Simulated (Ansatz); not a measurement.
The system is Mg3ZnC.

```
Zn Mg C
1.0
     4.40693    0.00000    0.00000
     0.00000    4.40693    0.00000
     0.00000    0.00000    4.40693
Zn Mg C
1 3 1
Direct
  0.00000 0.00000 0.00000
  0.50000 0.00000 0.50000
  0.50000 0.50000 0.00000
  0.00000 0.50000 0.50000
  0.50000 0.50000 0.50000
```

The cell comes from a database or a generator and needn't be the stable form of this composition.

Base run:

```yaml
Program: Ansatz 0.2.0
Functional: PBE
Dispersion: D3(BJ)
Potentials_or_basis: Ansatz PAW
Cutoff: "420 eV (not typed: the program's choice for these potentials)"
k_mesh: 6 × 6 × 6
Occupations: fermi-dirac, width 0.05 eV
Spin: no spin polarisation
```

Its results: band gap on the k mesh none (metal or under the smearing width); pressure -2.9 GPa.

Q: The run is repeated on the same cell with these changes: dispersion from D3(BJ) to none; occupations from fermi-dirac, width 0.05 eV to gaussian, width 0.02 eV. What comes out?

A: Band gap on the k mesh none (metal or under the smearing width); pressure -0.2 GPa.

Caveats: pairwise dispersion overbinds metals, which lowers pressure and volume (some runs).
